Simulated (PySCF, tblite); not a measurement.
**CH₃F₃OSi− (doublet), a small gas-phase stand-in for a defect centre (C site with back bonds F, [H], [H]): EPR parameters**

Wanted: the EPR parameters for `O[Si](F)(F)CF`. It is drawn as: vacancy, direct bond.

Computed with tblite 0.8.0 and PySCF 2.14.0; each step states its level. No surroundings beyond the atoms listed, unless a continuum is named. Atoms count from 0, parts from 1.

### Step 1. The system as given

9 atoms, charge -1, multiplicity 2; geometry: distance geometry start.

### Step 2. Geometry optimisation with GFN2-xTB

The job: settings as JSON, then the geometry in Å.

```
{"job": {"kind": "relax", "xc": "GFN2-xTB", "basis": "xTB"}, "charge": -1, "multiplicity": 2}
C     -1.096900     0.194309    -0.170159
F     -2.103313    -0.726214    -0.056462
Si     0.589272    -0.558368     0.193704
O      1.651916     0.778775     0.352887
F      1.170620    -1.458165    -1.114250
F      0.635916    -1.413229     1.634952
H     -1.020123     0.684777    -1.155462
H     -1.187287     1.030774     0.564395
H      1.321163     1.474759    -0.250235
```

Level: GFN2-xTB geometry optimisation, gas phase.

Command:

```
$ OMP_NUM_THREADS=1 python cluster_run.py task.json out
```

The driver reads the jobs from task.json and runs them one after another.

Standard output:

```text
step      E/eV     max force
  0    -649.18122    4.169
  1    -649.63768    2.619
  2    -650.16178    1.462
  3    -650.42156    2.006
  4    -650.59823    1.802
  5    -650.77402    1.647
  6    -650.91293    1.655
  7    -651.01520    1.168
  8    -651.06226    0.518
  9    -651.08684    0.452
 10    -651.10009    0.421
 11    -651.11168    0.307
 12    -651.11888    0.332
 13    -651.12834    0.404
 14    -651.14275    0.627
 15    -651.16442    0.629
 16    -651.19561    0.658
 17    -651.23529    0.667
 18    -651.27799    0.700
 19    -651.31620    1.620
 20    -651.32267    1.362
 21    -651.38909    0.683
 22    -651.42117    0.609
 23    -651.47256    0.805
 24    -651.51206    0.983
 25    -651.57448    0.700
 26    -651.61261    0.701
 27    -651.65184    0.518
 28    -651.67247    0.448
 29    -651.68921    0.389
 30    -651.70271    0.310
 31    -651.71680    0.436
 32    -651.73072    0.426
 33    -651.74134    0.285
 34    -651.74870    0.216
 35    -651.75437    0.178
 36    -651.75744    0.186
 37    -651.76086    0.196
 38    -651.76393    0.169
 39    -651.76778    0.223
 40    -651.77327    0.308
 41    -651.77969    0.435
 42    -651.78641    0.332
 43    -651.79162    0.261
 44    -651.79584    0.206
 45    -651.79788    0.381
 46    -651.80113    0.168
 47    -651.80207    0.065
 48    -651.80265    0.057
 49    -651.80291    0.054
 50    -651.80341    0.047
 51    -651.80364    0.027
 52    -651.80375    0.020
 53    -651.80379    0.015
 54    -651.80382    0.014
 55    -651.80386    0.015
 56    -651.80389    0.017
 57    -651.80392    0.017
 58    -651.80394    0.014
 59    -651.80396    0.011
 60    -651.80397    0.012
 61    -651.80399    0.012
 62    -651.80401    0.011
 63    -651.80402    0.014
 64    -651.80404    0.015
 65    -651.80406    0.015
 66    -651.80410    0.017
 67    -651.80415    0.020
 68    -651.80421    0.027
 69    -651.80428    0.034
 70    -651.80436    0.036
 71    -651.80445    0.033
 72    -651.80458    0.036
 73    -651.80484    0.069
 74    -651.80524    0.111
 75    -651.80574    0.127
 76    -651.80632    0.081
 77    -651.80660    0.035
 78    -651.80603    0.148
 79    -651.80670    0.019
 80    -651.80673    0.019
 81    -651.80682    0.025
 82    -651.80684    0.017
 83    -651.80687    0.008
 84    -651.80688    0.007
```

Wall time 2.2 s (1 thread of Arm Neoverse V1, shared host).

Step by step:

| step | energy from step 0 (eV) | largest force (eV/Å) |
| --- | --- | --- |
| 0 | 0.0000 | 4.1685 |
| 3 | -1.2403 | 2.0058 |
| 6 | -1.7317 | 1.6549 |
| 9 | -1.9056 | 0.4514 |
| 12 | -1.9377 | 0.3318 |
| 15 | -1.9832 | 0.6290 |
| 18 | -2.0968 | 0.7004 |
| 21 | -2.2079 | 0.6834 |
| 24 | -2.3308 | 0.9825 |
| 27 | -2.4706 | 0.5173 |
| 30 | -2.5215 | 0.3101 |
| 33 | -2.5601 | 0.2857 |
| 36 | -2.5762 | 0.1855 |
| 39 | -2.5866 | 0.2225 |
| 42 | -2.6052 | 0.3323 |
| 45 | -2.6167 | 0.3805 |
| 48 | -2.6214 | 0.0573 |
| 51 | -2.6224 | 0.0272 |
| 54 | -2.6226 | 0.0137 |
| 57 | -2.6227 | 0.0166 |
| 60 | -2.6227 | 0.0118 |
| 63 | -2.6228 | 0.0139 |
| 66 | -2.6229 | 0.0168 |
| 69 | -2.6231 | 0.0344 |
| 72 | -2.6234 | 0.0354 |
| 75 | -2.6245 | 0.1272 |
| 78 | -2.6248 | 0.1480 |
| 81 | -2.6256 | 0.0246 |
| 84 | -2.6257 | 0.0073 |

Close pairs (by a distance rule), those that changed most:

| bond | before (Å) | after (Å) | change (Å) |
| --- | --- | --- | --- |
| Si2–F4 | 1.691 | 1.910 | +0.220 |
| Si2–F5 | 1.676 | 1.740 | +0.064 |
| Si2–O3 | 1.715 | 1.662 | -0.053 |
| C0–Si2 | 1.882 | 1.920 | +0.038 |
| O3–H8 | 0.979 | 0.952 | -0.026 |
| C0–F1 | 1.369 | 1.393 | +0.024 |
| C0–H7 | 1.117 | 1.097 | -0.020 |
| C0–H6 | 1.103 | 1.091 | -0.012 |

### Step 3. Relaxing the molecule at PBE0-D3(BJ)/def2-SVP

The job: settings as JSON, then the geometry in Å.

```
{"job": {"xc": "PBE0", "basis": "def2-SVP", "d3": "d3bj", "grid": 2, "kind": "geom", "shake": 0.01}, "charge": -1, "multiplicity": 2}
C     -1.116248     0.052034    -0.143686
F     -2.186155    -0.784914     0.188516
Si     0.589877    -0.646144     0.180887
O      1.790653     0.507788     0.541065
F      1.033350    -0.416729    -1.668376
F      0.327981    -0.886969     1.886892
H     -1.273331     0.309883    -1.203167
H     -1.290807     0.993590     0.434268
H      2.168928     0.848311    -0.224948
```

Standard output:

```text
step   0  E = -703.32826279  max force = 0.046215
step   1  E = -703.33983689  max force = 0.013559
step   2  E = -703.34012447  max force = 0.008309
step   3  E = -703.34118293  max force = 0.002880
step   4  E = -703.34142189  max force = 0.001192
step   5  E = -703.34149472  max force = 0.000990
step   6  E = -703.34152078  max force = 0.000676
step   7  E = -703.34152527  max force = 0.000190
optimisation converged
```

Run time: 80 s. Hardware: 1 thread of Arm Neoverse V1, shared host; peak memory 0.53 GiB.

Relaxation path:

| step | energy from step 0 (eV) | largest force component (eV/Å) |
| --- | --- | --- |
| 0 | 0.0000 | 2.3765 |
| 1 | -0.3149 | 0.6972 |
| 2 | -0.3228 | 0.4273 |
| 3 | -0.3516 | 0.1481 |
| 4 | -0.3581 | 0.0613 |
| 5 | -0.3601 | 0.0509 |
| 6 | -0.3608 | 0.0348 |
| 7 | -0.3609 | 0.0098 |

Distances of close pairs at the start and the end, largest changes first:

| bond | before (Å) | after (Å) | change (Å) |
| --- | --- | --- | --- |
| Si2–F4 | 1.915 | 1.755 | -0.160 |
| C0–Si2 | 1.872 | 1.936 | +0.064 |
| O3–H8 | 0.920 | 0.963 | +0.043 |
| Si2–F5 | 1.743 | 1.704 | -0.038 |
| Si2–O3 | 1.704 | 1.722 | +0.019 |
| C0–H7 | 1.118 | 1.109 | -0.009 |
| C0–H6 | 1.102 | 1.106 | +0.005 |
| C0–F1 | 1.398 | 1.396 | -0.003 |

The next job starts from the end point, and lists it.

| at the end point | value |
| --- | --- |
| point group (found at 0.08 Å tolerance) | C1 |
| rotational constants (GHz, main isotopes) | 3.541, 2.193, 1.649 |
| ⟨S²⟩ | 0.752 |

### Step 4. EPR parameters: B3LYP/IGLO-III+pcH-1

The job: settings as JSON, then the geometry in Å.

```
{"job": {"kind": "epr"}, "charge": -1, "multiplicity": 2}
C     -1.110657     0.105427    -0.153481
F     -2.203582    -0.694821     0.183429
Si     0.622473    -0.693518     0.170659
O      1.658103     0.628398     0.553541
F      1.119856    -0.596976    -1.509764
F      0.303455    -1.056600     1.805008
H     -1.218304     0.396627    -1.215207
H     -1.173110     1.030797     0.454600
H      2.045821     0.857506    -0.297302
```

Level: UKS B3LYP, IGLO-III on C F O Si, pcH-1 on H, non-relativistic, mean-field spin-orbit, GIAO.

Standard output:

```text
UKS, coarse grid
  cycle   1  E = -704.28022231  |g| = 8.94e-01
  cycle   2  E = -703.71238492  |g| = 1.61e+00
  cycle   3  E = -704.53997424  |g| = 8.25e-02
  cycle   4  E = -704.54170516  |g| = 5.91e-02
  cycle   5  E = -704.54292249  |g| = 1.25e-02
  cycle   6  E = -704.54296481  |g| = 5.60e-03
  cycle   7  E = -704.54297710  |g| = 1.12e-03
  cycle   8  E = -704.54297740  |g| = 6.40e-04
UKS, final grid
  cycle   1  E = -704.54299017  |g| = 1.07e-03
  cycle   2  E = -704.54298947  |g| = 1.89e-03
  cycle   3  E = -704.54299051  |g| = 9.88e-05
  cycle   4  E = -704.54299051  |g| = 2.99e-05
E = -704.54299051 Eh   <S^2> = 0.7514 (exact 0.7500)
g shifts (ppm)      1          2          3
  rmc          -215       -215       -215
  gc             69        100        125
  oz_so       -1741       -915        -21
  total       -1887      -1030       -111
hyperfine (MHz)  atom isotope    a_iso     a_fc   dipolar eigenvalues
    0   13C      67.01      67.03     -5.83     -5.28     11.11
    1   19F      12.42      12.43     -5.13      0.26      4.87
    2  29Si   -1013.82   -1014.74   -102.86     49.54     53.33
    3   17O     -19.60     -19.56    -11.88      5.59      6.29
    4   19F     619.75     618.93   -154.04   -144.57    298.61
    5   19F     585.15     584.36   -162.36   -153.05    315.41
    6    1H      -3.43      -3.43     -4.12     -2.07      6.19
    7    1H       7.40       7.39     -3.77     -1.75      5.52
    8    1H      -2.30      -2.32     -5.26     -1.72      6.98
```

Run time: 66 s. Hardware: 1 thread of Arm Neoverse V1, shared host; peak memory 0.95 GiB.

Principal g values 2.00043, 2.00129, 2.00221; g(iso) = 2.00131, against 2.00232 for a free electron.

Hyperfine couplings, nucleus by nucleus at this fixed geometry (no averaging over rotations):

| nuclei | isotope | a(iso) (MHz) | a(iso) (G, at g = 2.0023) | largest dipolar term (MHz) |
| --- | --- | --- | --- | --- |
| Si2 | 29Si | -1013.8 | -361.8 | -102.9 |
| F4 | 19F | 619.8 | 221.1 | 298.6 |
| F5 | 19F | 585.1 | 208.8 | 315.4 |
| C0 | 13C | 67.0 | 23.9 | 11.1 |
| O3 | 17O | -19.6 | -7.0 | -11.9 |
| F1 | 19F | 12.4 | 4.4 | -5.1 |
| H7 | 1H | 7.4 | 2.6 | 5.5 |
| H6 | 1H | -3.4 | -1.2 | 6.2 |
| H8 | 1H | -2.3 | -0.8 | 7.0 |

Mulliken spin populations:

| atom | value (e) |
| --- | --- |
| C0 | 0.03 |
| F1 | 0.00 |
| Si2 | 0.91 |
| O3 | 0.01 |
| F4 | 0.00 |
| F5 | 0.00 |
| H6 | 0.00 |
| H7 | 0.02 |
| H8 | 0.02 |

In first order the couplings over 0.8 MHz of 19F, 1H give 64 distinct lines over 439.1 G.

### Step 5. g tensor and hyperfine couplings: BHandHLYP/IGLO-III+pcH-1

The job, as its differences from that of step 4:

```diff
@@ -1,2 +1,2 @@
-{"job": {"kind": "epr"}, "charge": -1, "multiplicity": 2}
+{"job": {"kind": "epr", "xc": "BHandHLYP"}, "charge": -1, "multiplicity": 2}
 C     -1.110657     0.105427    -0.153481
```

Level: UKS BHandHLYP, IGLO-III on C F O Si, pcH-1 on H, non-relativistic, mean-field spin-orbit, GIAO.

Standard output:

```text
UKS, coarse grid
  cycle   1  E = -704.12133753  |g| = 7.96e-01
  cycle   2  E = -704.03125370  |g| = 1.01e+00
  cycle   3  E = -704.33854875  |g| = 3.37e-02
  cycle   4  E = -704.33936614  |g| = 2.00e-02
  cycle   5  E = -704.33955381  |g| = 7.84e-03
  cycle   6  E = -704.33958885  |g| = 2.59e-03
  cycle   7  E = -704.33959492  |g| = 1.10e-03
  cycle   8  E = -704.33959695  |g| = 3.75e-04
UKS, final grid
  cycle   1  E = -704.33960642  |g| = 3.12e-04
  cycle   2  E = -704.33960645  |g| = 3.12e-04
  cycle   3  E = -704.33960648  |g| = 6.59e-05
  cycle   4  E = -704.33960649  |g| = 4.31e-05
  cycle   5  E = -704.33960649  |g| = 6.55e-06
E = -704.33960649 Eh   <S^2> = 0.7521 (exact 0.7500)
g shifts (ppm)      1          2          3
  rmc          -220       -220       -220
  gc             68         97        122
  oz_so       -1790       -889       -198
  total       -1942      -1011       -295
hyperfine (MHz)  atom isotope    a_iso     a_fc   dipolar eigenvalues
    0   13C      62.47      62.48     -5.71     -5.01     10.72
    1   19F       3.72       3.73     -5.71      1.09      4.62
    2  29Si   -1069.22   -1070.16   -109.01     52.18     56.82
    3   17O     -19.24     -19.21    -11.21      5.26      5.95
    4   19F     666.74     665.98   -155.00   -145.72    300.71
    5   19F     628.40     627.66   -161.45   -152.74    314.19
    6    1H      -4.00      -4.00     -4.04     -1.97      6.02
    7    1H       7.02       7.02     -3.66     -1.57      5.22
    8    1H      -2.87      -2.89     -5.22     -1.68      6.90
```

It took 78 s on 1 thread of Arm Neoverse V1, shared host; peak memory 0.89 GiB.

In short: g(iso) 2.00124.

### Step 6. Side by side: EPR parameters

g, ⟨S²⟩ and isotropic hyperfine couplings (MHz), with basis size and wall time:

| run | g(iso) | ⟨S²⟩ | 29Si Si2 | 19F F4 | 19F F5 | 13C C0 | 17O O3 | functions | time |
| --- | --- | --- | --- | --- | --- | --- | --- | --- | --- |
| B3LYP/IGLO-III+pcH-1 | 2.00131 | 0.751 | -1013.8 | 619.8 | 585.1 | 67.0 | -19.6 | 249 | 66 s |
| BHandHLYP/IGLO-III+pcH-1 | 2.00124 | 0.752 | -1069.2 | 666.7 | 628.4 | 62.5 | -19.2 | 249 | 78 s |

### Step 7. Results

| quantity | value |
| --- | --- |
| point group | C1 |
| rotational constants (main isotopes) | 3.54, 2.19, 1.65 GHz |
| g(iso) (B3LYP) | 2.00131 |
| ⟨S²⟩ | 0.751 (exact 0.75) |
| largest a(iso) | 29Si on Si2, -1013.8 MHz |

**Reading.** The start of the PBE0/def2-SVP relaxation was shaken at random by about 0.01 Å, so part of the energy gained, and of the first lengths quoted, undoes that. Over 7 steps the energy fell by 0.361 eV; of the close pairs, Si2–F4 changed most, 1.915 to 1.755 Å (PBE0/def2-SVP). No frequency check was run at this level, so the end point may be a saddle. Most of the unpaired spin sits on Si2 (0.91 e). The isotropic g lies 1.0 ppt below the free-electron value. The coupling of 29Si on Si2 runs from -1069.2 (BHandHLYP/IGLO-III+pcH-1) to -1013.8 MHz (B3LYP/IGLO-III+pcH-1).
